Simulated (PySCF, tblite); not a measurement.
# CH10GeOSi2: geometry, infrared bands and NMR shifts

What infrared bands and NMR shifts should CH10GeOSi2 (`[SiH3][CH2][GeH2][O][SiH3]`) show?

Computed with tblite 0.8.0 and PySCF 2.14.0, with density-fitted response routines of our own, on a single molecule in the gas phase. Atoms count from 0, in the outputs and in this text.

**1. The molecule as given**

15 atoms, charge 0, multiplicity 1; geometry from: force field or distance geometry start.

Bonds of the start (Å): Si0–C1 1.85, C1–Ge2 1.95, Ge2–O3 1.80, O3–Si4 1.73, Si0–H5 1.47, Si0–H6 1.48, Si0–H7 1.48, C1–H8 1.12, C1–H9 1.11, Ge2–H10 1.56, Ge2–H11 1.54, Si4–H12 1.47, Si4–H13 1.48, Si4–H14 1.47.

**2. Relaxing the molecule with GFN2-xTB**

The job: settings as JSON, then the geometry in Å.

```
{"job": {"kind": "relax", "xc": "GFN2-xTB", "basis": "xTB"}, "charge": 0, "multiplicity": 1}
Si    -2.106700     0.574400    -0.225500
C     -1.099000    -0.743000     0.594100
Ge     0.532600    -1.072800    -0.428200
O      1.396100     0.475900    -0.742200
Si     2.172800     0.867700     0.754600
H     -2.473400     0.144300    -1.587600
H     -3.341000     0.808800     0.549500
H     -1.330800     1.827900    -0.285900
H     -0.818100    -0.421600     1.628600
H     -1.688300    -1.685900     0.668600
H      0.112600    -1.684100    -1.796800
H      1.423200    -2.096100     0.306500
H      3.057500    -0.221800     1.184200
H      2.989200     2.078800     0.547000
H      1.168900     1.155700     1.789700
```

On the command line:

```
$ OMP_NUM_THREADS=1 python probes_run.py task.json out
```

This one command runs all jobs of the session in turn.

Output:

```text
step      E/eV     max force
  0    -455.48213    2.472
  1    -455.64436    1.692
  2    -455.72528    0.919
  3    -455.75510    0.690
  4    -455.82183    0.433
  5    -455.83504    0.420
  6    -455.86866    0.330
  7    -455.88131    0.366
  8    -455.90762    0.450
  9    -455.92641    0.427
 10    -455.94765    0.394
 11    -455.96524    0.301
 12    -455.97809    0.299
 13    -455.98684    0.219
 14    -455.99373    0.183
 15    -455.99914    0.278
 16    -456.00595    0.303
 17    -456.01361    0.282
 18    -456.02066    0.245
 19    -456.02722    0.246
 20    -456.03324    0.294
 21    -456.03838    0.258
 22    -456.04284    0.142
 23    -456.04645    0.133
 24    -456.04955    0.163
 25    -456.05271    0.187
 26    -456.05532    0.150
 27    -456.05718    0.117
 28    -456.05880    0.127
 29    -456.06038    0.132
 30    -456.06215    0.122
 31    -456.06396    0.133
 32    -456.06536    0.078
 33    -456.06628    0.074
 34    -456.06685    0.051
 35    -456.06725    0.049
 36    -456.06769    0.064
 37    -456.06820    0.075
 38    -456.06882    0.077
 39    -456.06941    0.063
 40    -456.06978    0.043
 41    -456.06996    0.031
 42    -456.07007    0.028
 43    -456.07021    0.027
 44    -456.07036    0.028
 45    -456.07049    0.026
 46    -456.07060    0.029
 47    -456.07068    0.026
 48    -456.07077    0.024
 49    -456.07087    0.028
 50    -456.07097    0.026
 51    -456.07105    0.022
 52    -456.07112    0.019
 53    -456.07118    0.028
 54    -456.07126    0.031
 55    -456.07139    0.033
 56    -456.07164    0.046
 57    -456.07203    0.055
 58    -456.07248    0.049
 59    -456.07283    0.047
 60    -456.07309    0.044
 61    -456.07336    0.038
 62    -456.07374    0.042
 63    -456.07423    0.052
 64    -456.07473    0.059
 65    -456.07511    0.054
 66    -456.07538    0.045
 67    -456.07563    0.041
 68    -456.07593    0.041
 69    -456.07630    0.038
 70    -456.07668    0.062
 71    -456.07695    0.041
 72    -456.07723    0.031
 73    -456.07735    0.022
 74    -456.07740    0.019
 75    -456.07748    0.020
 76    -456.07756    0.022
 77    -456.07764    0.023
 78    -456.07771    0.017
 79    -456.07775    0.013
 80    -456.07777    0.012
 81    -456.07780    0.013
 82    -456.07784    0.015
 83    -456.07789    0.021
 84    -456.07796    0.022
 85    -456.07801    0.016
 86    -456.07805    0.014
 87    -456.07808    0.013
 88    -456.07813    0.019
 89    -456.07823    0.029
 90    -456.07837    0.030
 91    -456.07848    0.018
 92    -456.07854    0.016
 93    -456.07857    0.014
 94    -456.07861    0.022
 95    -456.07868    0.029
 96    -456.07876    0.024
 97    -456.07882    0.013
 98    -456.07883    0.009
```

It took 2 s on 1 thread of Intel Xeon at 2.50GHz, shared host; peak memory 0.18 GiB.

The steps of the relaxation: (not every step is listed)

| step | energy from step 0 (eV) | largest force (eV/Å) |
| --- | --- | --- |
| 0 | 0.0000 | 2.4720 |
| 1 | -0.1622 | 1.6919 |
| 2 | -0.2432 | 0.9194 |
| 3 | -0.2730 | 0.6901 |
| 4 | -0.3397 | 0.4333 |
| 5 | -0.3529 | 0.4203 |
| 6 | -0.3865 | 0.3303 |
| 7 | -0.3992 | 0.3659 |
| 8 | -0.4255 | 0.4504 |
| 16 | -0.5238 | 0.3028 |
| 24 | -0.5674 | 0.1628 |
| 32 | -0.5832 | 0.0780 |
| 40 | -0.5876 | 0.0429 |
| 48 | -0.5886 | 0.0236 |
| 56 | -0.5895 | 0.0460 |
| 64 | -0.5926 | 0.0589 |
| 72 | -0.5951 | 0.0306 |
| 80 | -0.5956 | 0.0118 |
| 88 | -0.5960 | 0.0191 |
| 93 | -0.5964 | 0.0144 |
| 94 | -0.5965 | 0.0221 |
| 95 | -0.5966 | 0.0287 |
| 96 | -0.5966 | 0.0244 |
| 97 | -0.5967 | 0.0129 |
| 98 | -0.5967 | 0.0095 |

Close pairs (by a distance rule), those that changed most:

| bond | before (Å) | after (Å) | change (Å) |
| --- | --- | --- | --- |
| Ge2–Si4 | 2.803 | 3.210 | +0.407 |
| O3–Si4 | 1.731 | 1.619 | -0.113 |
| Ge2–O3 | 1.801 | 1.747 | -0.053 |
| Si0–C1 | 1.850 | 1.902 | +0.052 |
| Ge2–H10 | 1.557 | 1.508 | -0.048 |
| C1–H8 | 1.119 | 1.090 | -0.029 |
| C1–H9 | 1.114 | 1.089 | -0.025 |
| Ge2–H11 | 1.543 | 1.520 | -0.023 |

The next job starts from the end point, and lists it.

**3. Infrared spectrum with GFN2-xTB**

The job: settings as JSON, then the geometry in Å.

```
{"job": {"kind": "ir", "xc": "GFN2-xTB", "basis": "xTB"}, "charge": 0, "multiplicity": 1}
Si    -2.065866     0.660955    -0.149294
C     -1.225127    -0.912123     0.510579
Ge     0.453849    -1.338101    -0.422526
O      1.560296     0.003753    -0.253978
Si     2.239651     1.036910     0.790602
H     -2.468128     0.437051    -1.541866
H     -3.261169     0.895492     0.672120
H     -1.173212     1.815201    -0.053650
H     -1.003979    -0.796772     1.572134
H     -1.898276    -1.763148     0.416468
H      0.365600    -1.466463    -1.922840
H      1.188261    -2.538861     0.150287
H      3.281105     0.335920     1.544247
H      2.771095     2.081900    -0.078557
H      1.231487     1.556276     1.722738
```

Output:

```text
mode    cm-1     km/mol
  1       9.8      0.13
  2      54.9      0.40
  3      63.9      0.28
  4      80.0      3.34
  5     105.1      0.77
  6     131.9      1.88
  7     203.0     10.11
  8     400.3     39.92
  9     417.8     49.78
 10     481.4      5.25
 11     493.5     10.01
 12     598.8     32.47
 13     614.0     26.21
 14     623.1     53.18
 15     634.1     27.74
 16     667.7    265.40
 17     710.2    398.00
 18     754.2     69.56
 19     756.5    239.04
 20     777.1    159.64
 21     780.1    225.35
 22     789.3    323.93
 23     797.4    377.04
 24     821.2    296.34
 25     830.0    237.73
 26     954.9    319.64
 27     990.0     28.62
 28    1091.3     85.70
 29    1425.3      0.60
 30    1839.6    398.48
 31    1940.4    441.72
 32    2192.8    386.71
 33    2221.1    336.26
 34    2235.2    129.19
 35    2235.5    449.03
 36    2274.3    235.32
 37    2279.8    283.96
 38    2961.1     33.54
 39    2977.6     22.29
```

Wall time 1.9 s (1 thread of Intel Xeon at 2.50GHz, shared host); peak memory 0.18 GiB.

The strongest bands and the atoms that carry them (share of the mass-weighted mode):

| cm⁻¹ | km/mol | atoms |
| --- | --- | --- |
| 710 | 398.0 | H10 27 %, C1 18 %, H8 13 %, H9 12 % |
| 789 | 323.9 | H6 33 %, H7 32 % |
| 797 | 377.0 | H14 45 %, H12 28 % |
| 1840 | 398.5 | H11 90 % |
| 1940 | 441.7 | H10 90 % |
| 2193 | 386.7 | H14 89 % |
| 2221 | 336.3 | H6 96 % |
| 2236 | 449.0 | H5 83 %, H12 11 % |

**4. Shielding tensors: PBE0/pcSseg-1**

Same as in step 3 but for these lines:

```diff
@@ -1,2 +1,2 @@
-{"job": {"kind": "ir", "xc": "GFN2-xTB", "basis": "xTB"}, "charge": 0, "multiplicity": 1}
+{"job": {"kind": "nmr", "xc": "PBE0", "basis": "pcSseg-1"}, "charge": 0, "multiplicity": 1}
 Si    -2.065866     0.660955    -0.149294
```

With the program's defaults for keys left out, this is: GIAO PBE0/pcSseg-1 NMR shielding, non-relativistic, gas phase.

Output:

```text
coarse grid: 55320 points
cycle   1  E = -2774.3112604018  dE = -4.839e-01  |g| = 1.189e+00  |ddm| = 3.515e+00
cycle   2  E = -2773.9886727438  dE =  3.226e-01  |g| = 1.729e+00  |ddm| = 1.918e+00
cycle   3  E = -2774.4622473038  dE = -4.736e-01  |g| = 2.960e-01  |ddm| = 1.505e+00
cycle   4  E = -2774.4766943976  dE = -1.445e-02  |g| = 8.024e-02  |ddm| = 2.364e-01
cycle   5  E = -2774.4775025609  dE = -8.082e-04  |g| = 1.490e-02  |ddm| = 6.239e-02
cycle   6  E = -2774.4775564401  dE = -5.388e-05  |g| = 5.089e-03  |ddm| = 1.805e-02
cycle   7  E = -2774.4775618637  dE = -5.424e-06  |g| = 9.184e-04  |ddm| = 4.415e-03
final grid: 113032 points
cycle   8  E = -2774.4775426934  dE = -4.025e-08  |g| = 8.895e-04  |ddm| = 1.978e-03
cycle   9  E = -2774.4775426364  dE =  5.697e-08  |g| = 1.026e-03  |ddm| = 1.583e-03
cycle  10  E = -2774.4775428500  dE = -2.137e-07  |g| = 1.020e-04  |ddm| = 8.674e-04
cycle  11  E = -2774.4775428525  dE = -2.466e-09  |g| = 1.944e-05  |ddm| = 1.075e-04
cycle  12  E = -2774.4775428526  dE = -5.593e-11  |g| = 3.090e-06  |ddm| = 1.204e-05
converged SCF energy = -2774.4775428526

GIAO shielding tensors (ppm)
atom      isotropic    diamagn.    paramagn.     s11        s22        s33       span
  0 Si     423.693     879.907    -456.214    401.687    406.435    462.957     61.270
  1 C      193.388     257.505     -64.117    180.626    195.608    203.930     23.304
  2 Ge    1337.609    2755.951   -1418.342   1208.961   1321.948   1481.916    272.955
  3 O      342.409     404.171     -61.762    246.228    369.302    411.696    165.468
  4 Si     390.880     880.488    -489.608    345.015    356.883    470.741    125.726
  5 H       27.663      29.327      -1.664     24.134     25.690     33.165      9.031
  6 H       27.442      28.654      -1.212     23.739     25.034     33.554      9.814
  7 H       27.545      30.492      -2.947     23.257     27.418     31.959      8.702
  8 H       31.218      32.848      -1.631     26.429     28.700     38.524     12.095
  9 H       31.880      30.406       1.474     26.130     28.643     40.865     14.735
 10 H       26.517      29.375      -2.858     20.152     21.722     37.678     17.526
 11 H       26.193      28.790      -2.597     19.434     21.542     37.603     18.169
 12 H       26.630      29.210      -2.579     23.082     24.572     32.237      9.155
 13 H       26.562      29.525      -2.963     22.922     24.410     32.354      9.432
 14 H       26.617      31.143      -4.526     22.568     26.228     31.055      8.488
```

Run time: 1.9 min. Hardware: 1 thread of Intel Xeon at 2.50GHz, shared host; peak memory 0.82 GiB.

The references, computed at this level on geometries of the same kind, shield at (ppm): 1H TMS 31.72, 13C TMS 186.9, 29Si TMS 349.2, 17O H2O 336.1, 73Ge GeMe4 1331. Their shielding less the atom's gives the shift. The references are single molecules in the gas phase, so shifts against H2O, NH3, PH3, H3PO4 or CFCl3 are not on the usual liquid scales and can be off by tens of ppm. Atoms listed in one row are averaged.

| atoms | environment | σ (ppm) | δ (ppm) |
| --- | --- | --- | --- |
| C1 | sp3 CH2 bonded to Ge and Si | 193.4 | -6.5 |
| H10, H11 | hydrogen on a germanium bonded to C, O | 26.36 | 5.36 |
| H12, H13, H14 | hydrogen on a silicon bonded to O | 26.60 | 5.11 |
| H5, H6, H7 | hydrogen on a silicon bonded to C | 27.55 | 4.17 |
| H8, H9 | hydrogen on an sp3 CH2 bonded to Ge and Si | 31.55 | 0.17 |
| Si4 | silicon bonded to O, 3 H | 390.9 | -41.7 |
| Si0 | silicon bonded to C, 3 H | 423.7 | -74.5 |
| Ge2 | germanium bonded to C, O, 2 H | 1338 | -7 |
| O3 | oxygen bonded to Ge, Si | 342.4 | -6.3 |

The run also stored atomic charges by several schemes (e):

| atoms | Mulliken | IAO | Hirshfeld | ESP fit |
| --- | --- | --- | --- | --- |
| Si0 | 0.51 | 0.61 | 0.31 | 0.47 |
| C1 | -0.81 | -0.81 | -0.24 | -0.53 |
| Ge2 | 0.73 | 0.88 | 0.43 | 0.56 |
| O3 | -0.84 | -0.86 | -0.33 | -0.48 |
| Si4 | 0.73 | 0.88 | 0.37 | 0.58 |

Mayer bond orders: Si0–C1 0.89, C1–Ge2 0.95, Ge2–O3 0.73, O3–Si4 0.98.

Orbitals, density, ELF and potential are computed afterwards from the orbital file.

Frontier orbitals at PBE0/pcSseg-1, with the share of their density that lies nearest to each atom:

| orbital | energy (eV) | lies on |
| --- | --- | --- |
| HOMO | -8.16 | O3 36 %; H11 15 %; C1 13 % |
| LUMO | 0.20 | O3 15 %; H12, H13, H14 about 11 % each; Si4 11 % |

ELF in a plane through or near 6 of the atoms.

Values, 10 rows by 14 columns:
```
0.00 0.00 0.00 0.00 0.00 0.00 0.00 0.00 0.00 0.00 0.00 0.00 0.00 0.00
0.00 0.00 0.00 0.00 0.00 0.00 0.00 0.00 0.00 0.00 0.00 0.00 0.00 0.00
0.00 0.00 0.00 0.00 0.08 0.33 0.01 0.02 0.07 0.04 0.40 0.11 0.00 0.00
0.00 0.00 0.01 0.07 0.94 1.00 0.44 0.10 0.43 0.67 1.00 0.99 0.04 0.00
0.00 0.01 0.57 0.84 0.15 0.88 0.08 0.03 0.37 0.31 0.94 0.83 0.02 0.00
0.00 0.12 1.00 1.00 0.38 0.32 0.08 0.44 0.22 0.70 0.11 0.00 0.00 0.00
0.00 0.00 0.48 0.72 0.01 0.07 0.26 0.46 0.68 0.99 0.96 0.00 0.00 0.00
0.00 0.00 0.00 0.00 0.04 0.99 1.00 0.68 0.05 0.20 0.12 0.00 0.00 0.00
0.00 0.00 0.00 0.00 0.01 0.88 0.99 0.70 0.01 0.00 0.00 0.00 0.00 0.00
0.00 0.00 0.00 0.00 0.00 0.00 0.00 0.00 0.00 0.00 0.00 0.00 0.00 0.00
```
The map spans 12.1 Å across and 10.5 Å up, centred on the molecule. Atoms in the plane (x, y in Å): C1 (1.3, -0.6), H6 (2.9, 1.6), H9 (2.1, -1.3), H11 (-0.7, -2.7), H12 (-3.5, 0.0), H14 (-1.7, 1.6).

log10 of the density (e/Å³) in the same plane.

Ten even steps from ' ' (-4.0) to '@' (0.5):
```
                                                        
                                                        
                                ..........              
              ....::::........::::::::::::::..          
          ..::----====----::--------======----::..      
        ..::--==++****++========++++++****++==--::..    
    ..::--==++**##%%%%##++==++++****##%%%%##**==::..    
    ::--==++**##%%%%%%##++==++****####%%@@##**==--..    
  ..::==++**##%%%%%%%%##++==++**##########**++==::..    
  ..--==**%%%%%%%%####**++++**##%%%%%%##**++==--::      
  ..--==**##%%%%####********##%%@@@@%%##**==--::..      
  ..::--++****************##%%%%@@@@@@%%**==::..        
    ..--====++====++****######%%%%%%@@%%**==::          
      ..::::------==**##########**####**++--..          
            ..::--++**%%%%%%##**++++====--..            
              ..--==**######**++==--::::..              
              ..::--==++++++==--::..                    
                ..::----====--::..                      
                    ....::....                          
                                                        
```
The map spans 12.1 Å across and 10.5 Å up, centred on the molecule. Atoms in the plane (x, y in Å): C1 (1.3, -0.6), H6 (2.9, 1.6), H9 (2.1, -1.3), H11 (-0.7, -2.7), H12 (-3.5, 0.0), H14 (-1.7, 1.6).

On the surface of density 0.002 e/bohr³ the electrostatic potential runs, from the 1st to the 99th percentile, from -1.01 V near O3 to 1.42 V near H9.

**5. Results**

```
                                                              quantity                       value
                             strongest single infrared mode (GFN2-xTB)       2236 cm⁻¹, 449 km/mol
                                          zero-point energy (GFN2-xTB)               57.5 kcal/mol
                                13C shifts against TMS (PBE0/pcSseg-1)                    -6.5 ppm
1H shifts against TMS (PBE0/pcSseg-1, means over atoms taken as alike)  5.36, 5.11, 4.17, 0.17 ppm
                               29Si shifts against TMS (PBE0/pcSseg-1)            -41.7, -74.5 ppm
                             73Ge shifts against GeMe4 (PBE0/pcSseg-1)                      -7 ppm
                                17O shifts against H2O (PBE0/pcSseg-1)                    -6.3 ppm
                                 surface potential, 1st and 99th percentile          -1.01 V and 1.42 V
```

**Reading.** Over 98 steps the energy fell by 0.597 eV; of the close pairs, Ge2–Si4 changed most, 2.803 to 3.210 Å. No mode is imaginary among the 39: a minimum at this level. GFN2-xTB is a fitted tight-binding method: band positions and strengths are rough. Its intensities can rank the bands wrongly. At PBE0/pcSseg-1: The widest tensor belongs to Ge2: span 273 ppm, with a paramagnetic part of -1418 ppm. Spin-orbit coupling is left out, which matters for shieldings and couplings at and beside the heavy atoms.
